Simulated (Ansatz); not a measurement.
# La3Si2F: what a guessed cell relaxes into, part 1 of 2

The task: take a trial cell of La3Si2F to zero force and stress.

Computed with Ansatz 0.2.0 (DFT PBE, scalar-relativistic, plane waves, PAW, unless a step's input says otherwise).

**1. The starting structure**

The structure is hexagonal, space group P6/mmm (No. 191). The conventional cell has a = 5.914 Å, b = 5.914 Å, c = 4.571 Å, α = 90.00°, β = 90.00°, γ = 120.00°. Around La (site symmetry mmm) lie 4 Si at 2.85 Å and 4 La at 2.96 Å and 4 F at 3.74 Å. Si (site symmetry -6m2) is surrounded by 6 La at 2.85 Å. Around F (site symmetry 6/mmm) lie 6 Si at 3.41 Å and 12 La at 3.74 Å.

As a file:

```xyz
6
Lattice="5.9145 0.0000 0.0000 -2.9572 5.1221 0.0000 0.0000 0.0000 4.5708" Properties=species:S:1:pos:R:3 pbc="T T T"
La    2.9572    0.0000    2.2854
La    1.4786    2.5610    2.2854
La   -1.4786    2.5610    2.2854
Si    0.0000    3.4147    0.0000
Si    2.9572    1.7074    0.0000
F     0.0000    0.0000    0.0000
```

The cell is invented: species swapped into a database cell of SmAl3Pd2 (P6/mmm, No. 191), with F on the Sm sites, La on the Al sites and Si on the Pd sites. Lengths come from tabulated atomic sizes and are only a guess.

**2. Probe: one point on a coarse mesh**

File input.yaml:

```yaml
crystal:
  lattice:
    - [5.91445556, 0.0, 0.0]
    - [-2.95722778, 5.12206876, 0.0]
    - [0.0, 0.0, 4.57080822]
  atoms:
    - { symbol: La, position: [0.5, 0.0, 0.5] }
    - { symbol: La, position: [0.5, 0.5, 0.5] }
    - { symbol: La, position: [0.0, 0.5, 0.5] }
    - { symbol: Si, position: [0.33333333, 0.66666667, 0.0] }
    - { symbol: Si, position: [0.66666667, 0.33333333, 0.0] }
    - { symbol: F, position: [0.0, 0.0, 0.0] }
basis:
  ecutwfc: 420
kpoints:
  mp_grid: { grid: [3, 3, 4] }
hamiltonian:
  xc: pbe
scf:
  occupations: { method: gaussian, width: 0.1 }
  lower_state_search: "off"
output:
  forces: true
  stress: true
  eigenvalues: true
```

Started as:

```bash
> ansatz run input.yaml --threads 1 --pin off --max-ram 2048MiB --backend cpu --events-out ev --progress --plain --runs-dir out
```

Standard output, shortened:

```text
Warning: RAYON_NUM_THREADS=1 ignored (pool sized by the plan → 1); use --threads N
[...]
Pseudopotentials: kind: paw
Pseudopotential: La, paw, valence charge 11, recommended cutoff 420 eV (normal), La.paw.azcp
Pseudopotential: Si, paw, valence charge 4, recommended cutoff 420 eV (normal), Si.paw.azcp
Pseudopotential: F, paw, valence charge 7, recommended cutoff 420 eV (normal), F.paw.azcp
Functional definition: PBE
[...]
Crystal: 6 atoms, lattice volume = 138.469 Å³
Basis set: ecut = 420 eV, 2715 PW (Γ), exchange–correlation on 80×80×64 points (8 copies of the dense FFT grid, shifted against one another)
Bands: 30, of which v1, the nominal top of the filled ones, is band 24 counted from 1 (23 counted from 0)
Symmetry: 24 space group operations
Space group: P6/mmm (ITA 191), of the structure as read, at distance tolerance 5.2e-5 Å
k-points: 9 of 36
[...]
SCF iter   1: F=—  HF=-20825.886842 eV  |F-HF|=—  |Δ(HF+E_count)|=         —  Δρ=9.37e-3  dr2=2.16e-1  ethr=1.77e-3  ⟨swp⟩=5.4  Hψ=1305  notcnv=0
[...]
SCF iter   8: F=-20825.844451 eV  HF=-20825.844451 eV  |F-HF|=8.44e-9  |Δ(HF+E_count)|=   9.95e-8  Δρ=2.90e-6  dr2=3.05e-8  ethr=2.08e-10  ⟨swp⟩=10.3  Hψ=1321  notcnv=0
[...]
SCF converged after 8 iterations
Free energy (F): -20825.844451 eV
[...]
E sigma→0 (E₀):  -20825.825066 eV
Entropy (-TS):   -0.038770 eV (-6.462 meV/atom)
Fermi energy:    10.589753 eV
[...]
--- Forces (eV/Å), atoms counted from 1 ---
  atom   1  La     0.00000000     0.00000000     0.00000000
  atom   2  La    -0.00000000     0.00000000     0.00000000
  atom   3  La    -0.00000000     0.00000000     0.00000000
  atom   4  Si    -0.00000000    -0.00000000     0.00000000
  atom   5  Si     0.00000000     0.00000000    -0.00000000
  atom   6  F     -0.00000000     0.00000000     0.00000000
[...]
--- Stress (GPa, compression-positive) ---
       17.874588       0.000000      -0.000000
        0.000000      17.874588       0.000000
       -0.000000       0.000000      12.568779
  P = ⅓ Tr σ = 16.1060 GPa (161.060 kbar)
--- Band table (eV; the first three rows and the last of 9) ---
[...]
```

Run time: 2.6 s. Hardware: 1 thread of Arm Neoverse V2, shared host; peak memory 0.38 GiB.

From the probe: pressure 16.1 GPa, largest force 0.00 eV/Å, gap on this mesh none (metal). A cheap, loose relaxation comes first.

**3. Rough relaxation on the coarse mesh**

input.yaml, as its differences from that of step 2:

```diff
@@ -25 +25,6 @@
   eigenvalues: true
+relax:
+  adjacent_minimum: "off"
+  f_tol: 0.04
+  max_steps: 70
+  cell: { stress_tol: 0.4 }
```

Started as:

```bash
> ansatz run input.yaml --threads 1 --pin off --max-ram 2048MiB --backend cpu --events-out ev --progress --plain --runs-dir out
```

Standard output:

```text
Warning: RAYON_NUM_THREADS=1 ignored (pool sized by the plan → 1); use --threads N
Engine: ansatz 0.2.0, aarch64-unknown-linux-gnu
[... 5 set-up lines as earlier in the session ...]
  parameter kappa = 0.804
  parameter beta = 0.06672455060314922
  exchange = pbe_x(kappa = kappa, mu = beta*pi^2/3)
  correlation = pbe_c(beta = beta)
Crystal: 6 atoms, lattice volume = 138.469 Å³
Basis set: ecut = 420 eV, 2715 PW (Γ), exchange–correlation on 80×80×64 points (8 copies of the dense FFT grid, shifted against one another)
Bands: 30, of which v1, the nominal top of the filled ones, is band 24 counted from 1 (23 counted from 0)
[... 2 set-up lines as earlier in the session ...]
k-points: 9 of 36
Non-local potential: La, projectors of the file, l = 0: 3, l = 1: 2, l = 2: 2, l = 3: 3
Non-local potential: Si, projectors of the file, l = 0: 2, l = 1: 2, l = 2: 2
Non-local potential: F, projectors of the file, l = 0: 2, l = 1: 2, l = 2: 1
PAW form: soft (Blöchl's): semilocal exchange-correlation on the pseudo side does not see the compensation charge
PAW one-centre angular grid: La, 590 points (default); XC on 64 Gauss nodes
PAW one-centre angular grid: Si, 110 points (default); XC on 64 Gauss nodes
PAW one-centre angular grid: F, 110 points (default); XC on 64 Gauss nodes
Initial density: superposition of atomic densities (neutral atoms: chi_scale 0, normalization atom), corrected by the library's trained network
Initial wavefunctions: pseudopotential atomic-orbital guess
Functional: x = pbe(κ = 0.804, μ = 0.2195149727645171), c = pbe(β = 0.06672455060314922)
SCF iter   1: F=—  HF=-20825.886842 eV  |F-HF|=—  |Δ(HF+E_count)|=         —  Δρ=9.37e-3  dr2=2.16e-1  ethr=1.77e-3  ⟨swp⟩=5.4  Hψ=1305  notcnv=0
preconditioner: auto → Kerker (q_TF=auto, 2.287 Å⁻¹)  [metal: Δε(μ)=0.037 eV  Ē_g=9.853 eV  σ=0.100 eV  W_gap=0.20  n_scr=26 (ndim 8)  ℏωp=20.0 eV  f_vac=0.003  D(μ)=5.81/eV (n_scr^D=46)]
SCF iter   2: F=—  HF=-20825.851323 eV  |F-HF|=—  |Δ(HF+E_count)|=   3.55e-2  Δρ=4.70e-3  dr2=4.26e-2  ethr=4.50e-4  ⟨swp⟩=2.6  Hψ=408  notcnv=0  defer=9
SCF iter   3: F=—  HF=-20825.845341 eV  |F-HF|=—  |Δ(HF+E_count)|=   5.98e-3  Δρ=2.14e-3  dr2=5.85e-3  ethr=8.88e-5  ⟨swp⟩=2.0  Hψ=481  notcnv=0  defer=9
SCF iter   4: F=—  HF=-20825.844601 eV  |F-HF|=—  |Δ(HF+E_count)|=   7.40e-4  Δρ=1.10e-3  dr2=1.05e-3  ethr=1.22e-5  ⟨swp⟩=2.0  Hψ=446  notcnv=0  defer=9
SCF iter   5: F=—  HF=-20825.844471 eV  |F-HF|=—  |Δ(HF+E_count)|=   1.30e-4  Δρ=3.25e-4  dr2=1.31e-4  ethr=2.18e-6  ⟨swp⟩=2.0  Hψ=414  notcnv=0  defer=9
SCF iter   6: F=—  HF=-20825.844470 eV  |F-HF|=—  |Δ(HF+E_count)|=   9.52e-7  Δρ=8.30e-5  dr2=1.05e-5  ethr=2.74e-7  ⟨swp⟩=2.0  Hψ=443  notcnv=0  defer=9
SCF iter   7: F=—  HF=-20825.844451 eV  |F-HF|=—  |Δ(HF+E_count)|=   1.97e-5  Δρ=1.81e-5  dr2=6.69e-7  ethr=2.19e-8  ⟨swp⟩=2.0  Hψ=466  notcnv=0  defer=9
SCF iter   8: F=-20825.844451 eV  HF=-20825.844451 eV  |F-HF|=8.43e-9  |Δ(HF+E_count)|=   9.98e-8  Δρ=2.90e-6  dr2=3.05e-8  ethr=2.08e-10  ⟨swp⟩=10.3  Hψ=1338  notcnv=0
SCF 1 converged in 8 iterations: F = -20825.844451 eV  dr2 = 3.05e-8
relax step   1: F+E_penalty+E_count = -20825.84445070 eV  Δ(F+E_penalty+E_count) = +0.000e0 eV  max|allowed force component| = 8.327e-17 eV/Å  Δτ_max = 0.0000 Å  P = +16.106 GPa  Ω = 138.469 Å³  (8 SCF iters, dr2 threshold 1.00e-7 eV, accepted)
Crystal: 6 atoms, lattice volume = 156.959 Å³
Basis set: ecut = 420 eV, 3057 PW (Γ), exchange–correlation on 80×80×64 points (8 copies of the dense FFT grid, shifted against one another)
Initial density: handed on by an earlier stage of this run
Initial wavefunctions: those handed on with the density
SCF iter   1: F=—  HF=-20827.912241 eV  |F-HF|=—  |Δ(HF+E_count)|=         —  Δρ=2.97e-2  dr2=2.61e0  ethr=3.10e-3  ⟨swp⟩=11.9  Hψ=1562  notcnv=0
preconditioner: auto → LDOS  [insulator: Δε(μ)=0.135 eV  Ē_g=9.894 eV  σ=0.100 eV  W_gap=0.63  n_scr=26 (ndim 8)  ℏωp=18.7 eV  f_vac=0.020  D(μ)=7.54/eV (n_scr^D=70)  ε∞_Penn≈4.6  β→1.0]
SCF iter   2: F=—  HF=-20827.337826 eV  |F-HF|=—  |Δ(HF+E_count)|=   5.74e-1  Δρ=3.23e-2  dr2=1.17e0  ethr=3.10e-3  ⟨swp⟩=2.9  Hψ=615  notcnv=0  defer=7
SCF iter   3: F=—  HF=-20827.235451 eV  |F-HF|=—  |Δ(HF+E_count)|=   1.02e-1  Δρ=9.34e-3  dr2=1.83e-1  ethr=2.44e-3  ⟨swp⟩=2.1  Hψ=574  notcnv=0  defer=6
SCF iter   4: F=—  HF=-20827.206018 eV  |F-HF|=—  |Δ(HF+E_count)|=   2.94e-2  Δρ=1.50e-3  dr2=9.64e-3  ethr=3.81e-4  ⟨swp⟩=2.7  Hψ=459  notcnv=0  defer=5
SCF iter   5: F=—  HF=-20827.205216 eV  |F-HF|=—  |Δ(HF+E_count)|=   8.03e-4  Δρ=1.21e-3  dr2=2.69e-3  ethr=2.01e-5  ⟨swp⟩=2.1  Hψ=382  notcnv=0  defer=5
SCF iter   6: F=—  HF=-20827.204982 eV  |F-HF|=—  |Δ(HF+E_count)|=   2.33e-4  Δρ=1.87e-4  dr2=7.11e-5  ethr=5.61e-6  ⟨swp⟩=2.0  Hψ=329  notcnv=0  defer=5
SCF iter   7: F=—  HF=-20827.204963 eV  |F-HF|=—  |Δ(HF+E_count)|=   1.95e-5  Δρ=3.27e-5  dr2=1.99e-6  ethr=1.48e-7  ⟨swp⟩=2.3  Hψ=461  notcnv=0  defer=5
SCF iter   8: F=-20827.204963 eV  HF=-20827.204964 eV  |F-HF|=3.17e-7  |Δ(HF+E_count)|=   8.52e-7  Δρ=1.29e-5  dr2=4.21e-7  ethr=1.25e-9  ⟨swp⟩=10.8  Hψ=1579  notcnv=0
SCF 2 converged in 8 iterations: F = -20827.204963 eV  dr2 = 4.21e-7
relax step   2: F+E_penalty+E_count = -20827.20496333 eV  Δ(F+E_penalty+E_count) = -1.361e0 eV  max|allowed force component| = 2.328e-16 eV/Å  Δτ_max = 0.0000 Å  P = +6.935 GPa  Ω = 156.959 Å³  energy of the carried Pulay correction = -1.046e-2 eV  (8 SCF iters, dr2 threshold 6.00e-7 eV, accepted)
Crystal: 6 atoms, lattice volume = 170.145 Å³
Basis set: ecut = 420 eV, 3303 PW (Γ), exchange–correlation on 80×80×64 points (8 copies of the dense FFT grid, shifted against one another)
SCF iter   1: F=—  HF=-20828.394633 eV  |F-HF|=—  |Δ(HF+E_count)|=         —  Δρ=2.29e-2  dr2=1.89e0  ethr=3.10e-3  ⟨swp⟩=14.7  Hψ=1791  notcnv=0
preconditioner: auto → LDOS  [metal: Δε(μ)=0.041 eV  Ē_g=9.827 eV  σ=0.100 eV  W_gap=0.23  n_scr=26 (ndim 8)  ℏωp=18.0 eV  f_vac=0.028  D(μ)=8.09/eV (n_scr^D=70)  β→1.0]
SCF iter   2: F=—  HF=-20828.042433 eV  |F-HF|=—  |Δ(HF+E_count)|=   3.52e-1  Δρ=2.05e-2  dr2=5.40e-1  ethr=3.10e-3  ⟨swp⟩=2.3  Hψ=581  notcnv=0  defer=8
SCF iter   3: F=—  HF=-20827.981722 eV  |F-HF|=—  |Δ(HF+E_count)|=   6.07e-2  Δρ=5.29e-3  dr2=7.67e-2  ethr=1.12e-3  ⟨swp⟩=2.4  Hψ=582  notcnv=0  defer=6
SCF iter   4: F=—  HF=-20827.976055 eV  |F-HF|=—  |Δ(HF+E_count)|=   5.67e-3  Δρ=1.93e-3  dr2=1.07e-2  ethr=1.60e-4  ⟨swp⟩=2.2  Hψ=465  notcnv=0  defer=6
SCF iter   5: F=—  HF=-20827.975220 eV  |F-HF|=—  |Δ(HF+E_count)|=   8.35e-4  Δρ=1.20e-3  dr2=2.80e-3  ethr=2.23e-5  ⟨swp⟩=2.6  Hψ=447  notcnv=0  defer=5
SCF iter   6: F=—  HF=-20827.974885 eV  |F-HF|=—  |Δ(HF+E_count)|=   3.35e-4  Δρ=1.59e-4  dr2=5.58e-5  ethr=5.84e-6  ⟨swp⟩=2.1  Hψ=348  notcnv=0  defer=5
SCF iter   7: F=—  HF=-20827.974956 eV  |F-HF|=—  |Δ(HF+E_count)|=   7.04e-5  Δρ=3.86e-5  dr2=2.93e-6  ethr=1.16e-7  ⟨swp⟩=2.1  Hψ=494  notcnv=0  defer=5
SCF iter   8: F=-20827.974958 eV  HF=-20827.974958 eV  |F-HF|=5.70e-8  |Δ(HF+E_count)|=   1.89e-6  Δρ=9.89e-6  dr2=1.66e-7  ethr=1.25e-9  ⟨swp⟩=11.7  Hψ=1639  notcnv=0
SCF 3 converged in 8 iterations: F = -20827.974958 eV  dr2 = 1.66e-7
relax step   3: F+E_penalty+E_count = -20827.97495771 eV  Δ(F+E_penalty+E_count) = -7.700e-1 eV  max|allowed force component| = 3.701e-17 eV/Å  Δτ_max = 0.0000 Å  P = +3.404 GPa  Ω = 170.145 Å³  energy of the carried Pulay correction = -1.747e-2 eV  (8 SCF iters, dr2 threshold 6.00e-7 eV, accepted)
[... from here on, the SCF cycles and remarks between the steps are left out ...]
relax step   4: F+E_penalty+E_count = -20828.72505108 eV  Δ(F+E_penalty+E_count) = -7.501e-1 eV  max|allowed force component| = 1.295e-16 eV/Å  Δτ_max = 0.0000 Å  P = +2.229 GPa  Ω = 179.370 Å³  energy of the carried Pulay correction = -2.230e-2 eV  (9 SCF iters, dr2 threshold 6.00e-7 eV, accepted)
relax step   5: F+E_penalty+E_count = -20829.36537040 eV  Δ(F+E_penalty+E_count) = -6.403e-1 eV  max|allowed force component| = 1.619e-17 eV/Å  Δτ_max = 0.0000 Å  P = +1.388 GPa  Ω = 186.471 Å³  energy of the carried Pulay correction = -2.603e-2 eV  (8 SCF iters, dr2 threshold 6.00e-7 eV, accepted)
relax step   6: F+E_penalty+E_count = -20829.59564459 eV  Δ(F+E_penalty+E_count) = -2.303e-1 eV  max|allowed force component| = 1.079e-17 eV/Å  Δτ_max = 0.0000 Å  P = -0.045 GPa  Ω = 192.931 Å³  energy of the carried Pulay correction = -2.937e-2 eV  (8 SCF iters, dr2 threshold 6.00e-7 eV, accepted)
relax step   7: F+E_penalty+E_count = -20830.33183478 eV  Δ(F+E_penalty+E_count) = -7.362e-1 eV  max|allowed force component| = 1.581e-17 eV/Å  Δτ_max = 0.0000 Å  P = +3.595 GPa  Ω = 192.931 Å³  stress off target by 4.99e0 GPa  SCF on the basis re-selected at this cell (its energy is not comparable with the rows above)  (8 SCF iters)
relax step   8: F+E_penalty+E_count = -20830.63906168 eV  Δ(F+E_penalty+E_count) = -3.072e-1 eV  max|allowed force component| = 1.156e-17 eV/Å  Δτ_max = 0.0000 Å  P = +1.784 GPa  Ω = 203.637 Å³  energy of the carried Pulay correction = -6.303e-3 eV  (10 SCF iters, dr2 threshold 6.00e-7 eV, accepted)
relax step   9: F+E_penalty+E_count = -20830.68900650 eV  Δ(F+E_penalty+E_count) = -4.994e-2 eV  max|allowed force component| = 4.626e-17 eV/Å  Δτ_max = 0.0000 Å  P = -0.764 GPa  Ω = 218.738 Å³  energy of the carried Pulay correction = -2.055e-2 eV  (11 SCF iters, dr2 threshold 6.00e-7 eV, accepted)
relax step  10: F+E_penalty+E_count = -20830.70329189 eV  Δ(F+E_penalty+E_count) = -1.429e-2 eV  max|allowed force component| = 4.009e-17 eV/Å  Δτ_max = 0.0000 Å  P = -0.056 GPa  Ω = 214.702 Å³  energy of the carried Pulay correction = -1.647e-2 eV  (7 SCF iters, dr2 threshold 6.00e-7 eV, accepted)
Basis set: ecut = 420 eV, 4219 PW (Γ), exchange–correlation on 108×108×54 points (8 copies of the dense FFT grid, shifted against one another)
iter 1 solved again at ethr=1.13e-6 eV; its pass at ethr=3.10e-3 eV (dr2=5.41e-4 eV) is discarded
SCF iter   1: F=—  HF=-20830.730516 eV  |F-HF|=—  |Δ(HF+E_count)|=         —  Δρ=7.96e-4  dr2=2.52e-4  ethr=1.13e-6  ⟨swp⟩=5.3  Hψ=2125  notcnv=0
preconditioner: auto → LDOS  [insulator: Δε(μ)=0.105 eV  Ē_g=3.237 eV  σ=0.100 eV  W_gap=0.51  n_scr=32 (ndim 8)  ℏωp=11.9 eV  f_vac=0.094  D(μ)=4.06/eV (n_scr^D=32)  ε∞_Penn≈14.5  β→1.0]
SCF iter   2: F=—  HF=-20830.732381 eV  |F-HF|=—  |Δ(HF+E_count)|=   1.86e-3  Δρ=9.45e-4  dr2=1.43e-3  ethr=5.25e-7  ⟨swp⟩=3.0  Hψ=485  notcnv=0  recentre
SCF iter   3: F=—  HF=-20830.731855 eV  |F-HF|=—  |Δ(HF+E_count)|=   5.26e-4  Δρ=3.83e-4  dr2=9.95e-5  ethr=5.25e-7  ⟨swp⟩=3.0  Hψ=483  notcnv=0
SCF iter   4: F=—  HF=-20830.732157 eV  |F-HF|=—  |Δ(HF+E_count)|=   3.02e-4  Δρ=1.69e-5  dr2=5.66e-7  ethr=2.07e-7  ⟨swp⟩=2.0  Hψ=445  notcnv=0
SCF iter   5: F=—  HF=-20830.732305 eV  |F-HF|=—  |Δ(HF+E_count)|=   1.48e-4  Δρ=8.65e-6  dr2=2.36e-7  ethr=1.18e-9  ⟨swp⟩=2.9  Hψ=484  notcnv=0
SCF iter   6: F=—  HF=-20830.732305 eV  |F-HF|=—  |Δ(HF+E_count)|=   4.12e-8  Δρ=2.45e-6  dr2=1.82e-8  ethr=4.92e-10  ⟨swp⟩=2.0  Hψ=305  notcnv=0
SCF iter   7: F=-20830.732305 eV  HF=-20830.732305 eV  |F-HF|=1.46e-11  |Δ(HF+E_count)|=   2.92e-9  Δρ=1.90e-7  dr2=6.71e-11  ethr=8.00e-12  ⟨swp⟩=7.9  Hψ=1052  notcnv=0
SCF 11 converged in 7 iterations: F = -20830.732305 eV  dr2 = 6.71e-11
relax step  11: F+E_penalty+E_count = -20830.73230513 eV  Δ(F+E_penalty+E_count) = -2.901e-2 eV  max|allowed force component| = 3.739e-17 eV/Å  Δτ_max = 0.0000 Å  P = +0.061 GPa  Ω = 214.702 Å³  stress off target by 1.94e-1 GPa  SCF on the basis re-selected at this cell (its energy is not comparable with the rows above)  (7 SCF iters)
basis re-selected at this cell: Δ(F+E_penalty+E_count) = -2.901e-2 eV, ΔP = +0.117 GPa vs the last step (what re-selecting the basis moved, of the pressure what is left beyond the Pulay correction that the steps carried, after the strain that the cell walked since its last selection, with what the two solves' SCF thresholds leave and, on support functions, any second-order correction that the steps lacked; it is no measure of the basis error at this ecutwfc). The dense FFT grid was sized anew with the basis: this SCF ran on 54×54×27 points, the steps before it on 50×50×30, so part of this shift can come from that change (see relax.cell in the input reference). This SCF's stress stands 1.94e-1 GPa from its target on what of the cell is left free (relax.cell.stress_tol is 4.00e-1 GPa) and its largest allowed force component is 3.74e-17 eV/Å (relax.f_tol is 4.00e-2 eV/Å): within both
SCF converged after 7 iterations
Free energy (F): -20830.732305 eV
Harris-Foulkes:  -20830.732305 eV  (|F-HF|=1.46e-11)
Internal energy: -20830.711976 eV  (E = F + TS)
E sigma→0 (E₀):  -20830.722140 eV
Entropy (-TS):   -0.020329 eV (-3.388 meV/atom)
Fermi energy:    5.831166 eV
--- Per-component energies (eV) ---
  E_band       = -306.068702
  E_kinetic    = 855.207931
  E_local      = -2315.570331  (includes V_loc(G=0)·N_el)
  E_nonlocal   = 415.751702
  E_hartree    = 817.298384
  E_xc         = -604.667098
  E_vxc        = -633.313817  (∫ρ·V_xc dr)
  E_paw        = -17476.279125  (= ΣΔE_a)
  E_vpaw       = -262.743107  (= ΣTr[D̂ρ^β])
  E_aug_tail   = 0.002043  (compensation charges beyond the density's cutoff)
  E_ewald      = -2522.455479
  E_smearing   = -0.020329  (= −TS)
  E_closure    = 0.000000  (closes the sum)
  Σ components = -20830.732305   (vs F -20830.732305, Δ=0.00e0)
--- Forces (eV/Å), atoms counted from 1 ---
  atom   1  La     0.00000000    -0.00000000     0.00000000
  atom   2  La     0.00000000     0.00000000     0.00000000
  atom   3  La    -0.00000000    -0.00000000     0.00000000
  atom   4  Si    -0.00000000    -0.00000000     0.00000000
  atom   5  Si    -0.00000000     0.00000000     0.00000000
  atom   6  F      0.00000000    -0.00000000     0.00000000
  max |Σ_I F_I| component: 1.16e-17 eV/Å
--- Stress (GPa, compression-positive) ---
        0.188467       0.000000      -0.000000
       -0.000000       0.188467       0.000000
       -0.000000       0.000000      -0.193565
  P = ⅓ Tr σ = 0.0611 GPa (0.611 kbar)
--- Band table (eV; the first three rows and the last of 9) ---
  k-point 0: bands = ["-27.1408", "-27.0831", "-27.0831", "-13.9197", "-11.2921", "-11.1315", "-11.1315", "-10.8532", "-10.5975", "-10.5346", "-10.5346", "-10.5043", "-10.5043", "-1.4824", "0.3311", "3.4570", "3.4570", "4.2967", "4.2967", "4.5714", "4.6491", "5.0289", "5.8768", "5.8768", "5.9173", "5.9173", "6.0863", "6.3437", "7.2528", "7.4362"]
  k-point 1: bands = ["-27.1243", "-27.0678", "-27.0678", "-13.9149", "-11.2198", "-11.1044", "-11.1044", "-10.8741", "-10.8350", "-10.7342", "-10.7342", "-10.5061", "-10.5061", "-0.7542", "-0.4371", "4.0842", "4.1915", "4.1915", "4.3724", "4.3724", "4.4246", "4.8705", "4.8705", "5.2607", "6.4096", "6.4096", "6.4372", "6.8644", "7.3788", "7.3788"]
  k-point 2: bands = ["-27.1076", "-27.0524", "-27.0524", "-13.9101", "-11.1446", "-11.1291", "-11.0771", "-11.0771", "-10.9509", "-10.9509", "-10.8167", "-10.4771", "-10.4771", "-1.0372", "0.3429", "2.5566", "3.8054", "3.8054", "4.2457", "4.5753", "4.5753", "5.7515", "5.8785", "5.8785", "6.0616", "6.0616", "7.0724", "7.1053", "7.1053", "7.4205"]
  k-point 8: bands = ["-27.0802", "-27.0802", "-27.0525", "-13.9101", "-11.0420", "-11.0420", "-11.0356", "-10.9735", "-10.9735", "-10.9511", "-10.7999", "-10.7999", "-10.5256", "-0.4345", "-0.4345", "3.8544", "3.8544", "4.2928", "4.3259", "4.3259", "4.4151", "4.7975", "4.9940", "4.9940", "6.6365", "7.0859", "7.0859", "7.2666", "7.2958", "7.2958"]
--- Relaxed structure (9 steps of the walk, 9 accepted, 2 SCFs on fresh bases) ---
  F+E_penalty+E_count = -20830.73230513 eV   max|allowed force component| = 3.739e-17 eV/Å   (the final SCF, on the basis selected at the relaxed cell)
  cell:  # Å, volume = 214.7017 Å³
    - [7.877591573335858, -1.0274901022455748e-32, -2.2538912239232956e-17]
    - [-3.938795786667929, 6.822194423147078, 1.1269456119616477e-17]
    - [-1.7418517111715554e-17, -7.940646708286748e-34, 3.995010209663175]
  atoms:
    - { symbol: La, position: [0.5, -1.379995215655105e-34, 0.5000000000000001] }
    - { symbol: La, position: [0.5, 0.5, 0.5000000000000001] }
    - { symbol: La, position: [1.1055737625871532e-18, 0.5, 0.5000000000000001] }
    - { symbol: Si, position: [0.3333333333333333, 0.6666666666666666, 1.9063233422249037e-34] }
    - { symbol: Si, position: [0.6666666666666666, 0.3333333333333333, -7.703719777548943e-34] }
    - { symbol: F, position: [-3.466125981879006e-35, 6.48871922592798e-35, 7.418412301374843e-68] }
```

It took 45 s on 1 thread of Arm Neoverse V2, shared host; peak memory 0.45 GiB.

Relaxation path:

```csv
step,energy from step 1 (eV/cell),largest force component (eV/Å),pressure (GPa),volume (Å³)
1,0.0000,0.0000,16.11,138.47
2,-1.3605,0.0000,6.93,156.96
3,-2.1305,0.0000,3.40,170.14
4,-2.8806,0.0000,2.23,179.37
5,-3.5209,0.0000,1.39,186.47
6,-3.7512,0.0000,-0.04,192.93
7,-4.4874,0.0000,3.59,192.93
8,-4.7946,0.0000,1.78,203.64
9,-4.8446,0.0000,-0.76,218.74
10,-4.8588,0.0000,-0.06,214.70
11,-4.8879,0.0000,0.06,214.70
```

Step 1 is the start. Steps 7, 11 each repeat the geometry before them on a plane-wave basis chosen anew, so the energy can jump there without any move.

|  | before | after | change |
| --- | --- | --- | --- |
| a (Å) | 5.914 | 7.878 | +33.2 % |
| b (Å) | 5.914 | 7.878 | +33.2 % |
| c (Å) | 4.571 | 3.995 | -12.6 % |
| volume (Å³/atom) | 23.08 | 35.78 | +55.1 % |
| shortest distance (Å) | 2.853 | 3.027 | +6.1 % |
| space group (0.01 Å) | P6/mmm | P6/mmm | same |

The run keeps the 24 symmetry operations of the start, so it could not have lowered the symmetry.

(Continued in part 2 of 2.)
